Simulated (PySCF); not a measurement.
# C3H5FSeSi: the cost of one run

Computed with PySCF 2.14.0, with density-fitted response routines of our own, on a single molecule in the gas phase. Atoms are numbered from 0 throughout.

### Step 1. The molecule as given

11 atoms, charge 0, multiplicity 1; geometry from: GFN2-xTB. The atoms were then displaced at random by about 0.01 Å, so the start is not that level's minimum.

Bonds of the start (Å): F0–C1 1.38, C1–Si2 1.95, Si2–C3 1.82, C3–C4 1.35, C4–Se5 1.88, Se5–C1 1.97, C1–H6 1.11, Si2–H7 1.49, Si2–H8 1.44, C3–H9 1.11, C4–H10 1.09.

### Step 2. Relaxing the molecule at PBE0-D3(BJ)/def2-SVP

Job settings and geometry (Å):

```
{"job": {"xc": "PBE0", "basis": "def2-SVP", "d3": "d3bj", "grid": 1, "shake": 0.01, "kind": "geom"}, "charge": 0, "multiplicity": 1}
F      1.441430    -1.150540    -1.599990
C      1.254850    -0.665100    -0.321840
Si     0.392620     1.081310    -0.342780
C     -1.219560     0.541090     0.316890
C     -1.364890    -0.734430     0.719860
Se     0.086730    -1.923980     0.642460
H      2.259400    -0.707680     0.144850
H      1.162680     1.956080     0.586570
H      0.414340     1.552770    -1.699330
H     -2.115130     1.186880     0.388130
H     -2.274350    -1.162230     1.149510
```

On the command line:

```sh
$ OMP_NUM_THREADS=1 python probes_run.py task.json out
```

The driver reads the jobs from task.json and runs them one after another.

Q: Estimate the wall time and peak memory of this first job on 1 thread of Arm Neoverse V2, shared host.

About 49 s, with a peak of 0.52 GiB.
